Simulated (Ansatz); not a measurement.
# Cl2F2GeH3NSi: one species, many methods

How much do the methods differ for Cl2F2GeH3NSi? The plan is to run it at one geometry with functionals of several rungs and with coupled cluster, and see how far each lands from CCSD(T) at the basis-set limit for the atomisation energy.

Computed with Ansatz 0.2.0, Gaussian basis. Level: functionals in def2-TZVPP, the program's frozen cores in correlated methods.

Levels to be run: PBE-D4, r2SCAN-D4, PBE0-D4, B3LYP-D4, ωB97X-V, ωB97M-V, B2PLYP; CCSD(T)/def2-TZVPP; MP2/def2-QZVPP; extrapolation to the limit.

### Step 1. Structure used throughout

An earlier PBE0-D4 in a triple-zeta def2 set relaxation fixed the geometry.

SMILES `F[Si](F)(Cl)[NH][GeH2][Cl]`, 10 atoms, charge 0, spin multiplicity 1.

Atoms are counted from 1 here; the program's logs count them from 0.

Bond lengths: F1–Si2 1.579 Å, Si2–F3 1.578 Å, Si2–Cl4 2.019 Å, Si2–N5 1.684 Å, N5–Ge6 1.834 Å, N5–H8 1.011 Å, Ge6–Cl7 2.153 Å, Ge6–H9 1.525 Å, Ge6–H10 1.530 Å. Angles: F1–Si2–F3 104.7°, F1–Si2–Cl4 108.3°, F1–Si2–N5 112.2°, F3–Si2–Cl4 109.7°, F3–Si2–N5 111.7°, Cl4–Si2–N5 110.0°, Si2–N5–Ge6 129.5°, Si2–N5–H8 116.1°, Ge6–N5–H8 113.5°, N5–Ge6–Cl7 109.6°, N5–Ge6–H9 109.9°, N5–Ge6–H10 107.0°, Cl7–Ge6–H9 107.3°, Cl7–Ge6–H10 107.2°, H9–Ge6–H10 115.8°.

### Step 2. PBE-D4 (GGA)

The input, in.yaml:

```yaml
crystal:
  periodic: [false, false, false]
  atoms:
    - {symbol: F, position_ang: [-1.783236, -2.121992, -0.435499]}
    - {symbol: Si, position_ang: [-0.793947, -1.281006, 0.463391]}
    - {symbol: F, position_ang: [-0.096920, -2.345189, 1.397704]}
    - {symbol: Cl, position_ang: [-1.884192, -0.002610, 1.583626]}
    - {symbol: N, position_ang: [0.330499, -0.426411, -0.453565]}
    - {symbol: Ge, position_ang: [0.628213, 1.381141, -0.545575]}
    - {symbol: Cl, position_ang: [1.726285, 2.020921, 1.192447]}
    - {symbol: H, position_ang: [1.051495, -0.977170, -0.900190]}
    - {symbol: H, position_ang: [-0.702666, 2.126631, -0.541263]}
    - {symbol: H, position_ang: [1.524478, 1.625695, -1.761075]}
basis:
  gaussian: {orbitals: def2-TZVPP}
hamiltonian: {xc: pbe, dispersion: d4}
output: {forces: true, orbitals: {seedname: orbitals}}
```

The run is started by

```sh
ansatz run in.yaml --threads 2 --pin off --events-out ev --progress --plain --max-ram 22528MiB --backend cuda --devices 0, --max-vram 18GiB
```

The runs that follow: r2SCAN-D4 (meta-GGA); PBE0-D4 (hybrid); B3LYP-D4 (hybrid); ωB97X-V (range-separated); ωB97M-V (range-separated); B2PLYP (double hybrid); CCSD(T) in def2-TZVPP; MP2 in def2-QZVPP.

Q: Predict the results of all the runs planned. Wanted: atomisation energy, CCSD(T)/CBS; farthest; mean size of error, hybrid; mean size of error, range-separated; gap, smallest and largest; T1 diagnostic; triples share of the correlation energy.

The runs gave:

| quantity | value |
| --- | --- |
| atomisation energy, CCSD(T)/CBS | 37.553 eV |
| functionals within 0.376 eV (1.0 %) | PBE-D4, r2SCAN-D4, ωB97X-V, ωB97M-V |
| farthest | B2PLYP (-0.857 eV) |
| mean size of error, hybrid | 0.629 eV |
| mean size of error, range-separated | 0.092 eV |
| gap, smallest and largest | 6.11 eV (PBE-D4), 13.14 eV (ωB97X-V) |
| T1 diagnostic | 0.0107 |
| triples share of the correlation energy | 3.5 % |

**Reading.** PBE-D4 is off by +0.131 eV. Double hybrids carry the basis error of their MP2 part in triple zeta, and no dispersion term here, so their miss is partly the set-up's. Misses under about 0.376 eV are within the doubt on the reference itself, which lacks core-valence correlation, relativity and higher excitations, and its outer-core shells are covered unevenly. Hartree-Fock recovers 71 % of the binding; the rest is correlation. The gap grows from 6.1 to 13.1 eV across the functionals, mostly with the share of exact exchange. Correlated methods include outer-core shells of Ge, which these sets cover unevenly.
